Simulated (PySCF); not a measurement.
# [Tl(SH)2]+: other functionals and bases at one geometry

An exercise on one series of results from a longer session: the logs are not shown, and one member is left open.

Computed with PySCF 2.14.0. Level: several levels, as the steps say, no spin–orbit coupling.

1 further run of the same task is left out (for a known fault of the program).

## The starting structure

5 atoms, charge 1, spin multiplicity 1.

Bond lengths: Tl1–S2 2.383 Å, Tl1–S4 2.383 Å, S2–H3 1.358 Å, S4–H5 1.358 Å. Angles: S2–Tl1–S4 177.1°, Tl1–S2–H3 92.3°, Tl1–S4–H5 92.3°.

Geometry (Å):

```xyz
5
charge 1, multiplicity 1
Tl    0.0000    0.0000    0.5110
S     2.3559    0.3557    0.5719
H     2.5758   -0.5678   -0.3999
S    -2.3559   -0.3557    0.5719
H    -2.5758    0.5678   -0.3999
```

Formal oxidation states: Tl +3. An earlier session relaxed this geometry at PBE0, Tl def2-SVP with ECP60, S def2-SVP, H def2-SVP (singlet, point group C2).

At PBE0 on the finer grid: E = -969.323801 Eh, HOMO -13.09 eV, LUMO -8.45 eV, Mulliken charge on Tl1 +0.62 e, largest force component 0.004 eV/Å. 

Levels to run: B3LYP; BLYP; PBE0, TZVP. Hardware: 2 threads of Arm Neoverse V1, shared host.

Set-up of the first run:

run.py (the lines that set the calculation)

```python
mol = gto.M(atom='''
Tl     0.00000     0.00000     0.51100
S      2.35585     0.35566     0.57186
H      2.57576    -0.56778    -0.39992
S     -2.35585    -0.35566     0.57186
H     -2.57576     0.56778    -0.39992''',
    basis={'Tl': 'def2-SVP', 'S': 'def2-SVP', 'H': 'def2-SVP'},
    ecp={'Tl': 'def2-SVP'},
    charge=1, spin=0)
mf = dft.RKS(mol, xc='B3LYP')
mf.grids.atom_grid = (75, 302)
mf = mf.density_fit()  # fitting sets: Tl def2-universal-JKFIT, S def2-universal-JKFIT, H def2-universal-JKFIT
mf.conv_tol = 1e-08; mf.max_cycle = 55
mf.kernel(dm0)  # dm0: the density of the relaxed state
```

Command:

```console
$ OMP_NUM_THREADS=2 python run.py
```

Among the steps run: B3LYP; BLYP; PBE0, TZVP.

One of the session's tables, all rows but one given; the rest of the session is left out.

```
              level  HOMO (eV)  gap (eV)  charge on Tl1 (e)  dipole (D)  largest force component (eV/Å)
PBE0 (relaxed here)     -13.09      4.64               0.62        1.58                            0.00
              B3LYP     -12.80      4.17               0.59        1.48                            0.36
               BLYP          ?         ?                  ?           ?                               ?
         PBE0, TZVP     -13.05      4.73               0.86        1.29                            0.54
```

Q: Estimate the row for BLYP from the others.

As computed: HOMO (eV): -11.66; gap (eV): 2.56; charge on Tl1 (e): 0.53; dipole (D): 1.41; largest force component (eV/Å): 0.67. In the column «HOMO (eV)» it is the highest.

The dipole of a charged species depends on the origin, so these sizes hold for this origin alone.

In one basis the HOMO–LUMO gap runs from 2.56 eV (BLYP) to 4.64 eV (PBE0). The largest leftover force, 0.67 eV/Å with BLYP, stands at a geometry relaxed at another level. Total energies of different levels can't be compared.
